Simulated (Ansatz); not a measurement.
# BClF2: the cost of one run

Method: PBE0-D4/def2-TZVP structures, single points in def2-TZVPP, no counterpoise correction; program: Ansatz 0.2.0, Gaussian basis.

Levels: SPW92, PBE-D4, BLYP-D4, r2SCAN-D4, B97M-V, PBE0-D4, B3LYP-D4, r2SCAN0-D4, BHLYP-D4, CAM-B3LYP-D4, wB97X-V, wB97M-V, B2PLYP, PBE-QIDH, RPA on PBE, Hartree-Fock, MP2, CCSD, CCSD(T).

Cores are frozen in the correlated methods. B3LYP uses VWN-RPA correlation. B2PLYP carries no dispersion term here.

94 further runs of the same task are left out: 94 set aside as unsound or not needed.

**1. Where the work starts**

The complex: 6 atoms, charge 0, spin multiplicity 1.

Atoms are counted from 1 here; the program's logs count them from 0.

Bond lengths: B1–F3 1.310 Å, B1–F4 1.310 Å, B1–Cl6 1.741 Å, H2–H5 0.747 Å. Angles: F3–B1–F4 119.1°, F3–B1–Cl6 120.5°, F4–B1–Cl6 120.5°.

As a file:

```mol
BClF2H2
  3D, bonds by distance, orders not assigned

  6  4  0  0  0  0  0  0  0  0999 V2000
   -0.9671   -0.1536   -0.0493 B   0  0
    1.8817    0.7085   -0.3154 H   0  0
   -0.8459   -0.4826   -1.3119 F   0  0
   -1.1778    1.1009    0.2647 F   0  0
    1.9775    0.1961    0.2193 H   0  0
   -0.8683   -1.3694    1.1926 Cl  0  0
  1  3  8  0
  1  4  8  0
  1  6  8  0
  2  5  8  0
M  END
```

Its parts: BClF2 holds atoms 1, 3, 4, 6; H2 holds atoms 2, 5. Each part counts its atoms afresh in its own runs.

**2. Relaxing BClF2 alone**

File relax-a/in.yaml:

```yaml
crystal:
  periodic: [false, false, false]
  atoms:
    - {symbol: B, position_ang: [-0.967137, -0.153594, -0.049342]}
    - {symbol: F, position_ang: [-0.845886, -0.482567, -1.311854]}
    - {symbol: F, position_ang: [-1.177789, 1.100944, 0.264701]}
    - {symbol: Cl, position_ang: [-0.868343, -1.369356, 1.192582]}
basis:
  gaussian: {orbitals: def2-TZVP}
hamiltonian: {xc: pbe0, dispersion: d4}
relax: {f_tol: 0.005, max_steps: 200}
```

The run is started by

```sh
$ ansatz run in.yaml --threads 2 --pin off --events-out ev --progress --plain --max-ram 4352MiB
```

**Question.** How long does this run take on 2 threads of Arm Neoverse V1, shared host?

About 7.5 s.
